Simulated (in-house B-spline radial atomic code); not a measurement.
**Te⁶⁺: binding energies from hole states**

How much more does a second hole in Te⁶⁺ cost because of the first?

Program: in-house B-spline radial atomic code version 1. Level of theory: Dirac-Hartree-Fock, average of configuration, Fermi nucleus, basis-set limit. These are calculated values, not measurements, unless marked.

**1. What is computed**

```
element       : tellurium (Z = 52)
charge        : +6
electrons     : 46
configuration : [Kr] 4d10
Hamiltonian   : Dirac-Coulomb
nucleus       : Fermi, rms radius 4.742 fm
```

The outer shells:

[Kr] 4d10
```
[Kr] core
4d [↑↓][↑↓][↑↓][↑↓][↑↓]
```

Settings, as recorded:

```ini
Z = 52
electrons = 46.0
configuration = [Kr] 4d10
hamiltonian = dirac
method = hf
spin_polarised = False
nucleus = fermi
rms_radius = 4.7423
mass_number = 130
atomic_mass = 129.906222745
speed_of_light = 137.035999084
```

The reference is known from an earlier run: -6785.848224 hartree in all. Up to eight levels, counted from the top:

```
orbital  occupation  energy (eV)  <r> (bohr)
  3p3/2           4      -921.63      0.3222
  3d3/2           4      -683.95      0.2936
  3d5/2           6      -673.07      0.2971
  4s1/2           2      -265.65      0.7661
  4p1/2           2      -216.74      0.8014
  4p3/2           4      -206.56      0.8267
  4d3/2           4      -126.04      0.9372
  4d5/2           6      -124.43      0.9480
```

Single holes known from earlier runs (ΔSCF): 1s 32010.2 eV, 2p3/2 4437.67 eV, 3p3/2 909.25 eV, 3d3/2 670.05 eV, 4p1/2 214.30 eV, 4d5/2 122.72 eV.

**2. The 2p3/2 and 4p1/2 holes**

In configurations, a minus sign after the shell means j = l − 1/2 and a plus sign j = l + 1/2; the count of electrons follows.

Settings, as recorded:

```ini
Z = 52
electrons = 44.0
configuration = 1s2 2s2 2p-2 2p+3 3s2 3p6 3d10 4s2 4p-1 4p+4 4d10
hamiltonian = dirac
method = hf
spin_polarised = False
nucleus = fermi
rms_radius = 4.7423
mass_number = 130
atomic_mass = 129.906222745
speed_of_light = 137.035999084
```

**3. The 3p3/2 and 3p3/2 holes**

Changes to the settings of step 2:

```diff
@@ -2,3 +2,3 @@
 electrons = 44.0
-configuration = 1s2 2s2 2p-2 2p+3 3s2 3p6 3d10 4s2 4p-1 4p+4 4d10
+configuration = 1s2 2s2 2p6 3s2 3p-2 3p+2 3d10 4s2 4p6 4d10
 hamiltonian = dirac
```

**4. The 3p3/2 and 4d5/2 holes**

Changes to the settings of step 3:

```diff
@@ -2,3 +2,3 @@
 electrons = 44.0
-configuration = 1s2 2s2 2p6 3s2 3p-2 3p+2 3d10 4s2 4p6 4d10
+configuration = 1s2 2s2 2p6 3s2 3p-2 3p+3 3d10 4s2 4p6 4d-4 4d+5
 hamiltonian = dirac
```

**5. The 1s and 3p3/2 holes**

Changes to the settings of step 4:

```diff
@@ -2,3 +2,3 @@
 electrons = 44.0
-configuration = 1s2 2s2 2p6 3s2 3p-2 3p+3 3d10 4s2 4p6 4d-4 4d+5
+configuration = 1s1 2s2 2p6 3s2 3p-2 3p+3 3d10 4s2 4p6 4d10
 hamiltonian = dirac
```

**6. The 3d3/2 and 4p1/2 holes**

Changes to the settings of step 5:

```diff
@@ -2,3 +2,3 @@
 electrons = 44.0
-configuration = 1s1 2s2 2p6 3s2 3p-2 3p+3 3d10 4s2 4p6 4d10
+configuration = 1s2 2s2 2p6 3s2 3p6 3d-3 3d+6 4s2 4p-1 4p+4 4d10
 hamiltonian = dirac
```

**7. The 1s and 1s holes**

Changes to the settings of step 6:

```diff
@@ -2,3 +2,3 @@
 electrons = 44.0
-configuration = 1s2 2s2 2p6 3s2 3p6 3d-3 3d+6 4s2 4p-1 4p+4 4d10
+configuration = 2s2 2p6 3s2 3p6 3d10 4s2 4p6 4d10
 hamiltonian = dirac
```

Before running: What does each hole state cost in eV, and how does that compare with the orbital energies or single holes?

The runs gave:

| two holes | ΔSCF (eV) | less the two single holes (eV) |
| --- | --- | --- |
| 2p3/2 and 4p1/2 | 4682.70 | 30.74 |
| 3p3/2 and 3p3/2 | 1868.09 | 49.59 |
| 3p3/2 and 4d5/2 | 1058.29 | 26.32 |
| 1s and 3p3/2 | 32991.8 | 72.29 |
| 3d3/2 and 4p1/2 | 913.44 | 29.09 |
| 1s and 1s | 64823.4 | 802.87 |

Two holes cost more than the sum of each, because the second electron leaves a more charged ion. The excess runs from 26.3 eV (3p3/2 and 4d5/2) to 802.9 eV (1s and 1s); it tends to be largest where both holes are compact. Values are for the free ion, measured from the vacuum level.
